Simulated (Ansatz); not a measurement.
# BClFH5O: the cost of one run

Program: Ansatz 0.2.0. Level of theory: RKS B3LYP-D4/def2-SVP. These are calculated values, not measurements.

## (1) Reference run: BClFH₅O, relaxed

The input, input.yaml:

```yaml
crystal:
  periodic: [false, false, false]
  atoms:
    - { symbol: B, position_ang: [-0.84353, -0.132154, -0.796855] }
    - { symbol: Cl, position_ang: [1.226414, -0.343679, -1.410149] }
    - { symbol: H, position_ang: [-1.375918, -1.145605, -1.18968] }
    - { symbol: H, position_ang: [-1.143498, 1.002705, -1.08032] }
    - { symbol: H, position_ang: [0.353177, 0.433293, 1.198136] }
    - { symbol: O, position_ang: [-0.712746, -0.20744, 0.93918] }
    - { symbol: H, position_ang: [1.614057, 0.552925, 0.040895] }
    - { symbol: F, position_ang: [1.421793, 0.984491, 1.141174] }
    - { symbol: H, position_ang: [-0.53965, -1.144536, 1.157518] }
basis:
  gaussian: { orbitals: def2-SVP }
hamiltonian:
  xc: { name: B3LYP }
  dispersion: d4
output:
  forces: true
relax:
  f_tol: 0.02
  max_steps: 120
  constraints:
    - { distance: [0, 5] }
    - { distance: [4, 7] }
    - { distance: [1, 6] }
    - { distance: [0, 1] }
    - { distance: [4, 5] }
    - { distance: [6, 7] }
  escape_saddle: false
```

Command:

```console
> ansatz run input.yaml --threads 1 --pin off --max-ram 2560MiB --backend cpu --events-out ev --progress --plain --runs-dir out
```

Q: Estimate wall time and peak memory on 1 thread of Arm Neoverse V2, shared host.

About 10 s, with a peak of 0.16 GiB.
